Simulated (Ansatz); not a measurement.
The system is AlSn.

```
Sn Al
1.0
     4.19811    0.00000    0.00000
    -2.09905    3.63567    0.00000
     0.00000    0.00000    3.30685
Sn Al
1 1
Direct
  0.33333 0.66667 0.50000
  0.00000 0.00000 0.00000
```

The cell comes from a database or a generator and needn't be the stable form of this composition.

Base run:

| Quantity | Value |
| --- | --- |
| Program | Ansatz 0.2.0 |
| Functional | revPBE |
| Potentials or basis | Ansatz PAW |
| Cutoff | 420 eV (not typed: the program's choice for these potentials) |
| k mesh | 7 × 7 × 8 |
| Occupations | fermi-dirac, width 0.05 eV |
| Spin | no spin polarisation |

Its results: band gap on the k mesh none (metal or under the smearing width); pressure 1.2 GPa.

Problem. The run is repeated on the same cell with these changes: functional from revPBE to PBE; occupations from fermi-dirac, width 0.05 eV to gaussian, width 0.012 eV. What comes out?

Solution. Band gap on the k mesh none (metal or under the smearing width); pressure 0.3 GPa.

Caveats: spin-orbit coupling is left out, which moves the levels of the heavy elements (some runs); the PAW data sets come from PBE, with cores solved anew for the run's functional, which leaves a small shift of forces and pressure (some runs).
